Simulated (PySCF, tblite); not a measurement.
**C₅H₁₀SSi: geometry, infrared bands and NMR shifts**

Aim: predict the infrared bands and NMR shifts of C₅H₁₀SSi (`C[Si@@H]1CC=CSC1`).

Computed with tblite 0.8.0 and PySCF 2.14.0, with density-fitted response routines of our own, on a single molecule in the gas phase. Atoms count from 0, in the outputs and in this text.

## Step 1: The starting structure

17 atoms, charge 0, multiplicity 1; geometry from: force field or distance geometry start.

Bonds of the start (Å): C0–Si1 1.85, Si1–C2 1.86, C2–C3 1.52, C3–C4 1.33, C4–S5 1.79, S5–C6 1.82, C6–Si1 1.87, C0–H7 1.12, C0–H8 1.12, C0–H9 1.11, Si1–H10 1.49, C2–H11 1.09, C2–H12 1.10, C3–H13 1.08, C4–H14 1.10, C6–H15 1.11, C6–H16 1.11.

## Step 2: Optimising the geometry with GFN2-xTB

The job: settings as JSON, then the geometry in Å.

```
{"job": {"kind": "relax", "xc": "GFN2-xTB", "basis": "xTB"}, "charge": 0, "multiplicity": 1}
C      2.135800    -1.208600    -0.037600
Si     0.628400    -0.188200     0.316000
C     -0.923400    -0.822900    -0.495300
C     -2.059700    -0.245800     0.325300
C     -2.128800     1.083400     0.347000
S     -0.963300     2.076600    -0.582000
C      0.756500     1.586000    -0.247700
H      2.579900    -1.501200     0.948200
H      2.940100    -0.655300    -0.590400
H      1.890900    -2.149300    -0.571100
H      0.318300    -0.168500     1.778100
H     -1.019600    -1.906400    -0.531700
H     -1.036300    -0.323400    -1.469300
H     -2.742400    -0.883600     0.873200
H     -2.938800     1.524800     0.937800
H      1.263500     2.228600     0.504900
H      1.291900     1.565600    -1.216200
```

Launch:

```bash
OMP_NUM_THREADS=1 python probes_run.py task.json out
```

One launch serves the whole session: the jobs run in the order shown.

**Question.** This job is followed by: GFN2-xTB harmonic vibrations, gas phase; GIAO PBE0/pcSseg-1 NMR shielding, non-relativistic, gas phase. Predict these results of the whole session: strongest single infrared mode (GFN2-xTB); zero-point energy (GFN2-xTB); 13C shifts against TMS (PBE0/pcSseg-1); 1H shifts against TMS (PBE0/pcSseg-1, means over atoms taken as alike); 29Si shifts against TMS (PBE0/pcSseg-1); 33S shifts against CS2 (PBE0/pcSseg-1); surface potential, 1st and 99th percentile.

As calculated:

| quantity | value |
| --- | --- |
| strongest single infrared mode (GFN2-xTB) | 2216 cm⁻¹, 283 km/mol |
| zero-point energy (GFN2-xTB) | 83.2 kcal/mol |
| 13C shifts against TMS (PBE0/pcSseg-1) | 131.4, 124.2, 14.6, 12.7, -3.8 ppm |
| 1H shifts against TMS (PBE0/pcSseg-1, means over atoms taken as alike) | 5.98, 5.86, 4.54, 2.33, 1.69, 1.54, 1.53, 0.08 ppm |
| 29Si shifts against TMS (PBE0/pcSseg-1) | -36.5 ppm |
| 33S shifts against CS2 (PBE0/pcSseg-1) | 5 ppm |
| surface potential, 1st and 99th percentile | -1.03 V and 0.92 V |

**Reading.** Over 152 steps the energy fell by 0.688 eV; of the close pairs, C0–Si1 changed most, 1.854 to 1.896 Å. No mode is imaginary among the 45: a minimum at this level. The strongest single mode, at 2216 cm⁻¹, moves mainly H10. GFN2-xTB is a fitted tight-binding method: band positions and strengths are rough. Its intensities can rank the bands wrongly. At PBE0/pcSseg-1: Shielding is most anisotropic at S5 (span 322 ppm, paramagnetic term -557 ppm).
